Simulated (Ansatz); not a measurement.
# Alloy of GaN and AlN (12 of 48 Ga sites exchanged), 96 atoms, part 2 of 2

Ansatz 0.2.0, PAW.

## Step 3: r²SCAN single point

in.yaml reads:

```yaml
crystal:
  lattice:
    - [9.490056, 0.000000, 0.000000]
    - [0.000000, 10.961127, 0.000000]
    - [0.000000, 0.000000, 10.284277]
  atoms:
    - { symbol: Al, position: [0.167149, 0.084592, 0.248532] }
    - { symbol: Al, position: [0.001445, 0.334240, 0.248142] }
    - { symbol: Al, position: [0.333428, 0.333054, 0.751175] }
    - { symbol: Al, position: [0.167082, 0.582014, 0.247350] }
    - { symbol: Al, position: [0.666639, 0.333680, 0.750347] }
    - { symbol: Al, position: [0.832639, 0.582596, 0.748660] }
    - { symbol: Al, position: [0.333887, 0.167066, 0.999158] }
    - { symbol: Al, position: [0.168364, 0.416471, 0.000116] }
    - { symbol: Al, position: [0.665567, 0.166728, 0.998551] }
    - { symbol: Al, position: [0.333572, 0.666281, 0.000406] }
    - { symbol: Al, position: [0.666890, 0.666207, 0.500550] }
    - { symbol: Al, position: [0.499666, 0.917315, 0.999371] }
    - { symbol: Ga, position: [0.167186, 0.084292, 0.750787] }
    - { symbol: Ga, position: [0.000220, 0.334505, 0.750700] }
    - { symbol: Ga, position: [0.499233, 0.083442, 0.247037] }
    - { symbol: Ga, position: [0.500073, 0.084735, 0.752631] }
    - { symbol: Ga, position: [0.331439, 0.332874, 0.247824] }
    - { symbol: Ga, position: [0.167227, 0.582021, 0.751901] }
    - { symbol: Ga, position: [0.001133, 0.832950, 0.250159] }
    - { symbol: Ga, position: [0.000267, 0.832214, 0.750056] }
    - { symbol: Ga, position: [0.834084, 0.084677, 0.249001] }
    - { symbol: Ga, position: [0.833368, 0.084491, 0.751072] }
    - { symbol: Ga, position: [0.667297, 0.332787, 0.249093] }
    - { symbol: Ga, position: [0.499120, 0.582991, 0.249972] }
    - { symbol: Ga, position: [0.500968, 0.582150, 0.749899] }
    - { symbol: Ga, position: [0.333074, 0.832777, 0.248065] }
    - { symbol: Ga, position: [0.333847, 0.832950, 0.752017] }
    - { symbol: Ga, position: [0.834344, 0.582392, 0.250894] }
    - { symbol: Ga, position: [0.666339, 0.832953, 0.250233] }
    - { symbol: Ga, position: [0.666777, 0.832154, 0.750158] }
    - { symbol: Ga, position: [0.000736, 0.167460, 0.498016] }
    - { symbol: Ga, position: [0.001350, 0.167847, 0.001672] }
    - { symbol: Ga, position: [0.333594, 0.166676, 0.499975] }
    - { symbol: Ga, position: [0.166840, 0.416914, 0.499070] }
    - { symbol: Ga, position: [0.000594, 0.665506, 0.500087] }
    - { symbol: Ga, position: [0.000838, 0.665003, 0.000057] }
    - { symbol: Ga, position: [0.666408, 0.166552, 0.501049] }
    - { symbol: Ga, position: [0.500180, 0.416591, 0.501741] }
    - { symbol: Ga, position: [0.498991, 0.415300, 0.997780] }
    - { symbol: Ga, position: [0.333337, 0.666140, 0.498963] }
    - { symbol: Ga, position: [0.167455, 0.917534, 0.499222] }
    - { symbol: Ga, position: [0.168355, 0.916925, 0.000908] }
    - { symbol: Ga, position: [0.833398, 0.416829, 0.500897] }
    - { symbol: Ga, position: [0.832942, 0.416263, 0.998968] }
    - { symbol: Ga, position: [0.666151, 0.666836, 0.999143] }
    - { symbol: Ga, position: [0.500456, 0.916170, 0.499954] }
    - { symbol: Ga, position: [0.832922, 0.916068, 0.500116] }
    - { symbol: Ga, position: [0.832714, 0.917283, 0.000068] }
    - { symbol: N, position: [0.004187, 0.169377, 0.191975] }
    - { symbol: N, position: [0.000342, 0.167576, 0.687874] }
    - { symbol: N, position: [0.329592, 0.165333, 0.184371] }
    - { symbol: N, position: [0.333761, 0.170246, 0.690006] }
    - { symbol: N, position: [0.163284, 0.418438, 0.185925] }
    - { symbol: N, position: [0.170770, 0.414752, 0.689060] }
    - { symbol: N, position: [0.003538, 0.664754, 0.189895] }
    - { symbol: N, position: [0.997548, 0.663329, 0.690416] }
    - { symbol: N, position: [0.666818, 0.166713, 0.183218] }
    - { symbol: N, position: [0.666637, 0.170454, 0.690782] }
    - { symbol: N, position: [0.499799, 0.415982, 0.187375] }
    - { symbol: N, position: [0.499744, 0.412366, 0.692794] }
    - { symbol: N, position: [0.329743, 0.664454, 0.185724] }
    - { symbol: N, position: [0.333456, 0.666230, 0.688379] }
    - { symbol: N, position: [0.166556, 0.920915, 0.190309] }
    - { symbol: N, position: [0.167357, 0.916909, 0.689031] }
    - { symbol: N, position: [0.836944, 0.414707, 0.188993] }
    - { symbol: N, position: [0.829816, 0.417951, 0.691803] }
    - { symbol: N, position: [0.667337, 0.665649, 0.188157] }
    - { symbol: N, position: [0.670037, 0.664417, 0.685934] }
    - { symbol: N, position: [0.500273, 0.915930, 0.184047] }
    - { symbol: N, position: [0.500161, 0.917656, 0.689481] }
    - { symbol: N, position: [0.833892, 0.916623, 0.189238] }
    - { symbol: N, position: [0.833429, 0.917152, 0.689526] }
    - { symbol: N, position: [0.167440, 0.083885, 0.433645] }
    - { symbol: N, position: [0.170323, 0.084850, 0.940120] }
    - { symbol: N, position: [0.999735, 0.334508, 0.433761] }
    - { symbol: N, position: [0.004311, 0.335864, 0.940240] }
    - { symbol: N, position: [0.500296, 0.082938, 0.437121] }
    - { symbol: N, position: [0.499462, 0.083326, 0.943770] }
    - { symbol: N, position: [0.333859, 0.333483, 0.437265] }
    - { symbol: N, position: [0.329157, 0.330702, 0.937180] }
    - { symbol: N, position: [0.167016, 0.582970, 0.432842] }
    - { symbol: N, position: [0.171387, 0.581009, 0.942013] }
    - { symbol: N, position: [0.000382, 0.832849, 0.439489] }
    - { symbol: N, position: [0.000666, 0.833106, 0.939392] }
    - { symbol: N, position: [0.832835, 0.083148, 0.438457] }
    - { symbol: N, position: [0.831016, 0.086146, 0.940996] }
    - { symbol: N, position: [0.666588, 0.333108, 0.438504] }
    - { symbol: N, position: [0.666427, 0.329589, 0.935466] }
    - { symbol: N, position: [0.503737, 0.584514, 0.440430] }
    - { symbol: N, position: [0.496396, 0.584373, 0.939669] }
    - { symbol: N, position: [0.333711, 0.833033, 0.437416] }
    - { symbol: N, position: [0.337221, 0.830941, 0.942473] }
    - { symbol: N, position: [0.829823, 0.584831, 0.440546] }
    - { symbol: N, position: [0.832850, 0.583392, 0.933726] }
    - { symbol: N, position: [0.666473, 0.829151, 0.440217] }
    - { symbol: N, position: [0.662909, 0.835406, 0.939596] }
  symmetry: { detect: false }
kpoints:
  mp_grid: { grid: [1, 1, 1], shift: [0.25, 0.25, 0.25] }
hamiltonian:
  xc: r2scan
scf:
  occupations: { method: fermi_dirac, width: 0.01 }
output:
  forces: true
  eigenvalues: true
  populations: true
  eigenstates: { kpoints: [[0.25, 0.25, 0.25]], e_range: [-6.0, 6.0], localisation: true }
```

The run is started by

```
ansatz run in.yaml --threads 4 --pin off --max-ram 61750MiB --runs-dir r --events-out ev --progress --plain --backend cuda --devices 0, --max-vram 37GiB
```

The log of the run:

```text
Pseudopotentials: kind: paw
Functional definition: r2SCAN
  parameter k0 = 0.174
  parameter k1 = 0.065
  parameter a1 = 4.9479
  exchange = r2scan_x(k0 = k0, k1 = k1, a1 = a1)
  correlation = r2scan_c
Crystal: 96 atoms, lattice volume = 1069.788 Å³
Basis set: ecut = 500 eV, 27197 PW (Γ), exchange–correlation on 288×320×320 points (64 copies of the dense FFT grid, shifted against one another)
Bands: 468, of which v1, the nominal top of the filled ones, is band 372 counted from 1 (371 counted from 0)
Symmetry: 1 space group operations
k-points: 1
Non-local potential: Al, projectors of the file, l = 0: 2, l = 1: 2, l = 2: 1
Non-local potential: Ga, projectors of the file, l = 0: 2, l = 1: 2, l = 2: 3, l = 3: 1
Non-local potential: N, projectors of the file, l = 0: 2, l = 1: 2, l = 2: 1
PAW form: soft (Blöchl's): semilocal exchange-correlation on the pseudo side does not see the compensation charge
PAW frozen core: Al, regenerated for the run's functional (the file was generated under x = pbe(κ = 0.804, μ = 0.2195149727645171), c = pbe(β = 0.06672455060314922))
PAW frozen core: Ga, regenerated for the run's functional (the file was generated under x = pbe(κ = 0.804, μ = 0.2195149727645171), c = pbe(β = 0.06672455060314922))
PAW frozen core: N, regenerated for the run's functional (the file was generated under x = pbe(κ = 0.804, μ = 0.2195149727645171), c = pbe(β = 0.06672455060314922))
PAW one-centre angular grid: Al, 302 points (default); XC on 160 Gauss nodes
PAW one-centre angular grid: Ga, 590 points (default); XC on 160 Gauss nodes
PAW one-centre angular grid: N, 302 points (default); XC on 160 Gauss nodes
Initial density: superposition of atomic densities (neutral atoms: chi_scale 0, normalization atom), corrected by the library's trained network
Initial wavefunctions: pseudopotential atomic-orbital guess
Functional: x = r2scan, c = r2scan; τ floored in thin density (d = 2e-4 eV/Å³)
SCF iter   1: F=—  HF=-161489.534611 eV  |F-HF|=—  |Δ(HF+E_count)|=         —  Δρ=1.13e-2  dr2=6.21e-1  dr2_τ=5.27e0  ethr=1.77e-3  ⟨swp⟩=6.0  Hψ=1784  notcnv=0  defer=7
preconditioner: auto → Resta (q_TF=auto, 2.568 Å⁻¹)  ε∞=4.2  [insulator: Δε(μ)=3.900 eV  Ē_g=17.296 eV  σ=0.010 eV  W_gap=1.00  n_scr=298 (ndim 8)  ℏωp=31.0 eV  f_vac=0.000  D(μ)=0.00/eV (n_scr^D=0)  ε∞_Penn≈4.2]
SCF iter   2: F=—  HF=-161491.505171 eV  |F-HF|=—  |Δ(HF+E_count)|=    1.97e0  Δρ=5.58e-3  dr2=2.27e-1  dr2_τ=5.84e-3  ethr=8.35e-5  ⟨swp⟩=3.0  Hψ=925  notcnv=0  defer=89
SCF iter   3: F=—  HF=-161491.485103 eV  |F-HF|=—  |Δ(HF+E_count)|=   2.01e-2  Δρ=3.42e-3  dr2=5.96e-2  dr2_τ=2.46e-3  ethr=3.05e-5  ⟨swp⟩=3.0  Hψ=754  notcnv=0  defer=89
SCF iter   4: F=—  HF=-161491.483309 eV  |F-HF|=—  |Δ(HF+E_count)|=   1.79e-3  Δρ=3.09e-4  dr2=6.94e-4  dr2_τ=3.11e-4  ethr=8.01e-6  ⟨swp⟩=3.0  Hψ=758  notcnv=0  defer=89
SCF iter   5: F=—  HF=-161491.481908 eV  |F-HF|=—  |Δ(HF+E_count)|=   1.40e-3  Δρ=1.46e-4  dr2=1.25e-4  dr2_τ=1.74e-5  ethr=9.32e-8  ⟨swp⟩=2.0  Hψ=750  notcnv=0  defer=89
SCF iter   6: F=—  HF=-161491.481998 eV  |F-HF|=—  |Δ(HF+E_count)|=   9.04e-5  Δρ=5.84e-5  dr2=3.96e-5  dr2_τ=5.35e-6  ethr=1.68e-8  ⟨swp⟩=2.0  Hψ=751  notcnv=0  defer=89
SCF iter   7: F=—  HF=-161491.483325 eV  |F-HF|=—  |Δ(HF+E_count)|=   1.33e-3  Δρ=1.37e-5  dr2=2.05e-6  dr2_τ=1.75e-7  ethr=5.33e-9  ⟨swp⟩=2.0  Hψ=750  notcnv=0  defer=89
SCF iter   8: F=—  HF=-161491.483325 eV  |F-HF|=—  |Δ(HF+E_count)|=   5.38e-7  Δρ=7.51e-6  dr2=6.26e-7  dr2_τ=3.87e-8  ethr=2.75e-10  ⟨swp⟩=2.0  Hψ=751  notcnv=0  defer=89
SCF iter   9: F=-161491.483325 eV  HF=-161491.483325 eV  |F-HF|=2.80e-8  |Δ(HF+E_count)|=   1.08e-7  Δρ=2.31e-6  dr2=6.06e-8  dr2_τ=1.02e-9  ethr=1.34e-11  ⟨swp⟩=10.0  Hψ=2556  notcnv=0
SCF 1 converged in 9 iterations: F = -161491.483325 eV  dr2 = 6.06e-8
NSCF: frozen V_eff on 1 k-points
SCF converged after 9 iterations
Free energy (F): -161491.483325 eV
Harris-Foulkes:  -161491.483325 eV  (|F-HF|=2.80e-8)
Internal energy: -161491.483325 eV  (E = F + TS)
E sigma→0 (E₀):  -161491.483325 eV
Fermi energy:    10.698608 eV
--- Per-component energies (eV) ---
  E_band       = -552.734181
  E_kinetic    = 10822.282471
  E_local      = -81449.491935  (includes V_loc(G=0)·N_el)
  E_nonlocal   = 17804.908370
  E_hartree    = 37540.822845
  E_xc         = -5569.533029
  E_vxc        = -6600.033168  (∫ρ·V_xc dr)
  E_paw        = -84175.437311  (= ΣΔE_a)
  E_vpaw       = -16571.102724  (= ΣTr[D̂ρ^β])
  E_aug_tail   = -0.000599  (compensation charges beyond the density's cutoff)
  E_vtau       = 359.040232  (kinetic-family band-sum trace: ∫τ·v_τ [+ j·A + Jᵃ·Aᵃ] dr)
  E_ewald      = -56439.383226
  E_core_change = -25.650912  (= ΣΔE_core)
  E_smearing   = -0.000000  (= −TS)
  E_closure    = -0.000000  (closes the sum)
  Σ components = -161491.483325   (vs F -161491.483325, Δ=0.00e0)
--- Forces (eV/Å), atoms counted from 1 ---
  atom   1  Al     0.00024548    -0.01066402     0.00258195
  atom   2  Al    -0.00793935     0.00049919     0.00115239
  atom   3  Al    -0.00541502    -0.01208091    -0.01708209
  atom   4  Al    -0.00709685     0.01073124    -0.00160293
  atom   5  Al    -0.00094985    -0.01901685     0.00176887
  atom   6  Al     0.00447664     0.00780129     0.00465246
  atom   7  Al    -0.02288593    -0.01404653     0.01889430
  atom   8  Al    -0.02148336     0.00252500     0.00683106
  atom   9  Al     0.01491518    -0.00271429     0.02282203
  atom  10  Al     0.00088917    -0.00709975     0.01150398
  atom  11  Al     0.00624070     0.00053085    -0.02003261
  atom  12  Al     0.00785416    -0.01844601     0.02549364
  atom  13  Ga    -0.00132299    -0.00512683    -0.00406645
  atom  14  Ga     0.00412184    -0.00886998    -0.00068736
  atom  15  Ga     0.00446719    -0.00520302     0.00022886
  atom  16  Ga     0.00182474    -0.01041262    -0.02125941
  atom  17  Ga     0.00969935    -0.00036933     0.00341257
  atom  18  Ga     0.00348996     0.00816877    -0.00834923
  atom  19  Ga    -0.00231583     0.00409881    -0.00218093
  atom  20  Ga     0.00036695     0.00874714    -0.00256932
  atom  21  Ga    -0.00165839    -0.00926529    -0.00159849
  atom  22  Ga     0.00347859    -0.00727406    -0.01082015
  atom  23  Ga    -0.00174639     0.00023775    -0.00025760
  atom  24  Ga     0.01065916     0.00102996    -0.00732314
  atom  25  Ga    -0.00676149     0.01213935    -0.00399527
  atom  26  Ga     0.00249214     0.00421965     0.00263148
  atom  27  Ga     0.00152869     0.00038297    -0.01512187
  atom  28  Ga    -0.00681643     0.00891689    -0.00377961
  atom  29  Ga     0.00412398    -0.00194020    -0.00920470
  atom  30  Ga     0.00064100     0.00977905    -0.00291793
  atom  31  Ga    -0.00503234    -0.00662312    -0.00663083
  atom  32  Ga    -0.00209046    -0.00230880    -0.00405810
  atom  33  Ga    -0.00055419     0.00166208    -0.01233646
  atom  34  Ga     0.00376351    -0.00185878    -0.01320680
  atom  35  Ga    -0.00705480     0.00887507    -0.01775017
  atom  36  Ga    -0.00314035     0.00776101     0.00391883
  atom  37  Ga     0.00056351    -0.00013196    -0.01425747
  atom  38  Ga    -0.00241712    -0.00562796    -0.02668638
  atom  39  Ga     0.00446604     0.00916753     0.01164412
  atom  40  Ga    -0.00181714     0.00783624    -0.00820992
  atom  41  Ga    -0.00489628    -0.00726693    -0.01332757
  atom  42  Ga    -0.01176352     0.00215364     0.00300734
  atom  43  Ga    -0.00657283     0.00260277    -0.02517049
  atom  44  Ga     0.00671685     0.00102326     0.00518816
  atom  45  Ga     0.00056936     0.00163417     0.01268129
  atom  46  Ga    -0.00443477    -0.00354239    -0.01001215
  atom  47  Ga     0.00295081    -0.00095166    -0.00935134
  atom  48  Ga     0.00271847    -0.00470310     0.00683863
  atom  49  N      0.05909389     0.03647426     0.03691884
  atom  50  N     -0.00183133     0.00237179     0.01042020
  atom  51  N     -0.05662895    -0.02781382    -0.03945155
  atom  52  N     -0.00094724     0.06802433     0.02954898
  atom  53  N     -0.04663851     0.02746480    -0.01405565
  atom  54  N      0.05697389    -0.02893628     0.02985863
  atom  55  N      0.05961381    -0.03790070     0.01948637
  atom  56  N     -0.05977539    -0.04041107     0.02948682
  atom  57  N     -0.00289024     0.00661760    -0.06856245
  atom  58  N      0.00151937     0.07192856     0.02518652
  atom  59  N     -0.00050390    -0.00095085     0.00000116
  atom  60  N      0.00156894    -0.05940879     0.05611104
  atom  61  N     -0.05717313    -0.03739036    -0.04302835
  atom  62  N     -0.00343868    -0.00224213     0.00432869
  atom  63  N     -0.00053789     0.07116713     0.01918377
  atom  64  N      0.00128666     0.00074670     0.00897861
  atom  65  N      0.05845204    -0.03628330     0.02361855
  atom  66  N     -0.05677149     0.03343230     0.04927965
  atom  67  N     -0.00100968    -0.00047675    -0.00705558
  atom  68  N      0.05436183    -0.03755748    -0.03168686
  atom  69  N     -0.00266151     0.00240201    -0.06622880
  atom  70  N     -0.00234873    -0.00019884     0.00404690
  atom  71  N     -0.00145679     0.00038765     0.00006468
  atom  72  N     -0.00221012    -0.00018249     0.00873629
  atom  73  N      0.00299127     0.00463579    -0.05791677
  atom  74  N      0.06277597     0.03445802     0.01454672
  atom  75  N      0.00579051     0.00217921    -0.05385234
  atom  76  N      0.05926697     0.03562759     0.01566120
  atom  77  N      0.00310438     0.00180306     0.00959251
  atom  78  N     -0.00262367     0.00747209     0.04818971
  atom  79  N      0.00077985     0.00290124     0.00498945
  atom  80  N     -0.04099887    -0.02720598    -0.01455043
  atom  81  N      0.00391499    -0.00577615    -0.05521959
  atom  82  N      0.05659371    -0.03047692     0.03017962
  atom  83  N      0.00252461     0.00039763     0.01003444
  atom  84  N      0.00276251     0.00036240    -0.00069446
  atom  85  N     -0.00087256     0.00356404     0.00615439
  atom  86  N     -0.06293957     0.03403021     0.01937274
  atom  87  N      0.00255664     0.00003105     0.00806394
  atom  88  N     -0.00364383    -0.06445385    -0.04332178
  atom  89  N      0.05898457     0.03253510     0.03633098
  atom  90  N     -0.05325857     0.03115865     0.02050169
  atom  91  N      0.00359533     0.00033010     0.00889666
  atom  92  N      0.05196824    -0.02779653     0.04009878
  atom  93  N     -0.05670127     0.03000541     0.02819927
  atom  94  N     -0.00291914    -0.00239826    -0.06818065
  atom  95  N     -0.00042531    -0.06767127     0.03413916
  atom  96  N     -0.05628242     0.03615418     0.02125534
  max |Σ_I F_I| component: 9.38e-4 eV/Å
--- Band table (eV) ---
  k-point 0: bands = [... 360 lower levels ..., "7.9885", "8.0193", "8.0292", "8.1306", "8.1986", "8.2928", "8.3594", "8.3689", "8.4094", "8.4145", "8.6630", "8.7359", "12.6613", "13.7193", "13.8494", "13.9364", "13.9800", "14.0685", "14.1281", "14.3765", "14.4378", "14.4708", "14.5293", "14.5889", ... 84 higher levels ...]
--- Löwdin populations: 96 sites ---
  site symbol       q [e]
     0     Al      1.8272
     1     Al      1.8317
     2     Al      1.8319
     3     Al      1.8329
     4     Al      1.8320
     5     Al      1.8313
     6     Al      1.8385
     7     Al      1.8376
     8     Al      1.8325
     9     Al      1.8308
    10     Al      1.8252
    11     Al      1.8306
    12     Ga     12.1802
    13     Ga     12.1854
    14     Ga     12.1822
    15     Ga     12.1902
    16     Ga     12.1902
    17     Ga     12.1884
    18     Ga     12.1762
    19     Ga     12.1758
    20     Ga     12.1785
    21     Ga     12.1789
    22     Ga     12.1782
    23     Ga     12.1804
    24     Ga     12.1892
    25     Ga     12.1827
    26     Ga     12.1813
    27     Ga     12.1811
    28     Ga     12.1768
    29     Ga     12.1829
    30     Ga     12.1777
    31     Ga     12.1856
    32     Ga     12.1790
    33     Ga     12.1842
    34     Ga     12.1806
    35     Ga     12.1835
    36     Ga     12.1772
    37     Ga     12.1816
    38     Ga     12.1926
    39     Ga     12.1797
    40     Ga     12.1743
    41     Ga     12.1851
    42     Ga     12.1853
    43     Ga     12.1859
    44     Ga     12.1819
    45     Ga     12.1765
    46     Ga     12.1745
    47     Ga     12.1777
    48      N      5.9316
    49      N      5.7844
    50      N      5.9297
    51      N      5.8594
    52      N      5.9999
    53      N      5.8581
    54      N      5.8589
    55      N      5.8568
    56      N      5.8574
    57      N      5.8604
    58      N      5.7853
    59      N      5.9297
    60      N      5.9282
    61      N      5.7857
    62      N      5.8614
    63      N      5.7838
    64      N      5.8584
    65      N      5.9286
    66      N      5.7864
    67      N      5.9273
    68      N      5.8583
    69      N      5.7858
    70      N      5.7866
    71      N      5.7863
    72      N      5.8564
    73      N      5.8595
    74      N      5.8545
    75      N      5.8614
    76      N      5.7839
    77      N      5.9981
    78      N      5.7871
    79      N      5.9977
    80      N      5.8542
    81      N      5.9311
    82      N      5.7879
    83      N      5.7837
    84      N      5.7863
    85      N      5.8570
    86      N      5.7877
    87      N      5.9274
    88      N      5.8581
    89      N      5.8593
    90      N      5.7872
    91      N      5.9287
    92      N      5.8621
    93      N      5.8541
    94      N      5.8594
    95      N      5.8595
  spilling = 0.003099 (of n_electrons = 744.000000)
```

It took 15 s on 1 × NVIDIA H100 80GB HBM3 with 4 threads of AMD EPYC 7R13, shared host; peak host memory 3 GiB.

Top filled level 8.736 eV, lowest empty level 12.661 eV: 3.93 eV apart at the single k point (¼, ¼, ¼). This point lies off Γ, so the spacing can exceed the gap by much.

The states next to the gap (eigenstates.tsv), from the top filled level:

```csv
level (eV),spin,filling,atoms sharing it,main element,its share,largest atom
-0.44,both,2.00,61.0,N,0.83,–
-0.38,both,2.00,46.5,N,0.84,–
-0.37,both,2.00,48.8,N,0.84,–
-0.33,both,2.00,58.1,N,0.84,–
-0.32,both,2.00,59.1,N,0.84,–
-0.07,both,2.00,58.6,N,0.85,–
0.00,both,2.00,53.5,N,0.85,–
3.93,both,0.00,90.8,N,0.59,–
```

The largest force by r²SCAN is only 0.08 eV/Å (on N66), so the positions lie close to this level's own in this cell.

## Step 4: Outcome

This closing draws on all 2 parts. Changes of volume or cell count from the first structure of part 1.

```
             level        time  top filled to lowest empty (eV)
PBEsol, relaxation  30 s (GPU)                             3.41
            r²SCAN  15 s (GPU)                             3.93
```

```
     quantity                                                                        value
   relaxation                                             5 recorded steps, 1.73 eV gained
largest shift                                                                 0.10 Å (N80)
 relaxed cell  a = 9.490 Å, b = 10.961 Å, c = 10.284 Å, α = 90.00°, β = 90.00°, γ = 90.00°
   mean bonds                                                     Al–N 1.900, Ga–N 1.946 Å
```

The relaxation lowers the energy by 1.73 eV; the largest shift is 0.10 Å (N80), while the volume changes by +0.0 %. Part of this undoes the random shake of the start. The mean lengths of the listed bonds run from Al–N 1.90 Å to Ga–N 1.95 Å. With one k point the spacing samples only the states that fold onto it, so it can exceed the gap over the zone.
